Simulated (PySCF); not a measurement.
**PbH4 (SMILES [H][Pb]([H])([H])[H]), run twice**

Wanted: ionisation energies of PbH4, ADC(2)-X/def2-SVP (core potential, root kind ip).

The results are computed with PySCF 2.14.0.

5 further runs of the same task are left out: 1 for a known fault of the program, 4 set aside as unsound or not needed.

## (1) The system as given

PbH4 has 5 atoms, charge 0, and is taken as a singlet. As SMILES, `[H][Pb]([H])([H])[H]`. Geometry: a GFN2-xTB relaxation, a rough one for these elements and not checked as a minimum.

Bond lengths: Pb1–H2 1.721 Å, Pb1–H3 1.721 Å, Pb1–H4 1.721 Å, Pb1–H5 1.720 Å. Angles: H2–Pb1–H3 109.4°, H2–Pb1–H4 109.5°, H2–Pb1–H5 109.5°, H3–Pb1–H4 109.4°, H3–Pb1–H5 109.4°, H4–Pb1–H5 109.5°.

## (2) The input as first written

Input file input.py:

```python
from pyscf import gto, scf, adc

mol = gto.Mole()
mol.atom = '''
Pb      -0.000850       0.000120       0.000170
H       -0.000850       0.000120       0.000170
H        1.618300       0.010410      -0.583450
H       -0.818470       1.409030      -0.554090
H       -0.810310      -1.401250      -0.583580
'''
mol.ecp = {'Pb': 'def2-svp'}
mol.verbose = 3
mol.max_memory = 1860
mol.basis = 'def2-svp'
mol.build()

mf = scf.RHF(mol)
mf.max_cycle = 85
mf.kernel()

myadc = adc.ADC(mf, frozen=4)
myadc.method = 'adc(2)-x'

myadc.method_type = 'ip'
e, vec, osc, x = myadc.kernel(nroots=3)

roots = e * 27.211386
print('root  energy (eV)  strength')
for i, (w, f) in enumerate(zip(roots, osc), 1):
    print('%3d %10.4f %10.5f' % (i, w, f))
```

The run is started by

```bash
$ OMP_NUM_THREADS=1 python input.py
```

Standard output:

```text
WARN: Atoms [0 1] have the same coordinates

WARN: Atoms [1 0] have the same coordinates

RuntimeError: Ill geometry
```

Wall time 2.8 s (1 thread of Intel Xeon at 2.50GHz (Skylake/Cascade Lake), shared host); peak memory 0.12 GiB.

## (3) Diagnosis

The input was rejected.

The telling line is `RuntimeError: Ill geometry`. What is wrong: two atoms lie on top of or far too near each other. As the program read them, the closest atoms are 0.00 Å apart, against 1.72 Å in the sound input.

## (4) Try two

Input file start.xyz:

```xyz
5
H4Pb
Pb    -0.000850     0.000120     0.000170
H      0.011330    -0.018310     1.720940
H      1.618300     0.010410    -0.583450
H     -0.818470     1.409030    -0.554090
H     -0.810310    -1.401250    -0.583580
```

Input file input.py:

```python
# PbH4
from pyscf import gto, scf, adc

mol = gto.Mole()
mol.atom = 'start.xyz'
mol.max_memory = 1860
mol.verbose = 3
mol.ecp = {'Pb': 'def2-svp'}
mol.basis = 'def2-svp'
mol.build()

mf = scf.RHF(mol)
mf.kernel()

myadc = adc.ADC(mf, frozen=4)
myadc.method = 'adc(2)-x'

myadc.method_type = 'ip'
e, vec, osc, x = myadc.kernel(nroots=3)

roots = e * 27.211386
print('root  energy (eV)  strength')
for i, (w, f) in enumerate(zip(roots, osc), 1):
    print('%3d %10.4f %10.5f' % (i, w, f))
```

The run is started by

```bash
$ OMP_NUM_THREADS=1 python input.py
```

Standard output:

```text
converged SCF energy = -194.064767452538
MP2 correlation energy of reference state (a.u.) = -0.13758827
root  energy (eV)  strength
  1    10.8115    1.79003
  2    10.8170    1.78995
  3    10.8180    1.78995
```

Wall time 3.9 s (1 thread of Intel Xeon at 2.50GHz (Skylake/Cascade Lake), shared host); peak memory 0.15 GiB.

## (5) Summary of results

At ADC(2)-X/def2-SVP (core potential, root kind ip):

```
                                   quantity       value
       dipole moment (Hartree–Fock density)      0.01 D
        HOMO energy (Hartree–Fock orbitals)   -11.77 eV
        LUMO energy (Hartree–Fock orbitals)     3.83 eV
      HOMO–LUMO gap (Hartree–Fock orbitals)    15.60 eV
correlation energy (4 core orbitals frozen)  -137.6 mEh
                    first ionisation energy    10.81 eV
```

Mulliken charges of the mean-field density run from -0.12 on H3 to +0.47 on Pb1; they depend strongly on the basis.
